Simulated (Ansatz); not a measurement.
# CH2AlClS, SMILES [Cl][Al]1[CH2][S]1: a single point in a Gaussian basis

Program: the Ansatz DFT code, driven from Python.

Script `ch2alcls.py`:
```python
"""Single point of CH2AlClS."""

import ansatz as az

BASIS = "def2-TZVPP"
METHOD = "mp2"


def main() -> None:
    ch2alcls = (
        az.Crystal.molecule()
        .atom("Cl", (-1.3375, -2.6434, 0.9947))
        .atom("Al", (-0.3497, -1.0474, -0.197))
        .atom("C", (0.4568, 0.6941, 0.0015))
        .atom("S", (-0.418, 0.8801, -1.4994))
        .atom("H", (1.5831, 0.7239, -0.1967))
        .atom("H", (0.1075, 1.3286, 0.8508))
    )

    setup = (
        ch2alcls.calculation()
        .basis(gaussian=BASIS)
        .correlation(METHOD)
    )
    print(setup.to_yaml())
    res = setup.run(threads=1)
    report = res.report

    print("reference energy %16.6f eV" % report["reference_energy_ev"])
    print("total energy     %16.6f eV" % report["free_energy_ev"])
    print("occupied orbitals outside the frozen core (up, down):", report["n_occupied"], " frozen:", report["n_frozen"], " virtual:", report["n_virtual"])

    print("correlation energy", round(report["free_energy_ev"] - report["reference_energy_ev"], 5), "eV")
    cluster = report["correlation"].get("coupled_cluster")
    if cluster:
        print("cycles", cluster["cycles"], " T1 diagnostic", round(cluster["t1_diagnostic"], 4), " largest double", round(cluster["largest_double"], 4))

    field = report["mean_field"]
    print("<S^2> =", round(abs(field["state"]["spin_squared"]), 4), " all-electron relativity setting:", field["relativity"])
    print("passes:", field["passes"])
    if "symmetry" in field:
        print("occupied orbitals by irrep:", field["symmetry"]["occupied"])


if __name__ == "__main__":
    main()
```

Output of `python ch2alcls.py`:
```text
crystal:
  periodic: [false, false, false]
  atoms:
    - { symbol: Cl, position_ang: [-1.3375, -2.6434, 0.9947] }
    - { symbol: Al, position_ang: [-0.3497, -1.0474, -0.197] }
    - { symbol: C, position_ang: [0.4568, 0.6941, 0.0015] }
    - { symbol: S, position_ang: [-0.418, 0.8801, -1.4994] }
    - { symbol: H, position_ang: [1.5831, 0.7239, -0.1967] }
    - { symbol: H, position_ang: [0.1075, 1.3286, 0.8508] }
basis:
  gaussian:
    orbitals: def2-TZVPP
correlation:
  method: mp2

reference energy    -30967.978994 eV
total energy        -30984.310316 eV
occupied orbitals outside the frozen core (up, down): [11, 11]  frozen: 16  virtual: [158, 158]
correlation energy -16.33132 eV
<S^2> = 0.0  all-electron relativity setting: none
passes: {'evaluations': 13, 'products': 55}
occupied orbitals by irrep: [{'A': 27}, {'A': 27}]
```

Reading the output:
- Total energies depend on the basis set; only differences at equal settings carry meaning.
- The geometry is a force-field or estimated start, not a minimum of this method, and the basis set is short of its limit.
- Inner cores stay frozen, so this is valence correlation.
- S² is that of the Hartree-Fock reference.
- Run time: 5.9 s on 1 thread of Arm Neoverse V1, on a shared host, peak memory 0.38 GiB.

(A comment or docstring line of the script was reworded after the run, the code is as it ran; lines on the test bed's own set-up are left out of the output.)
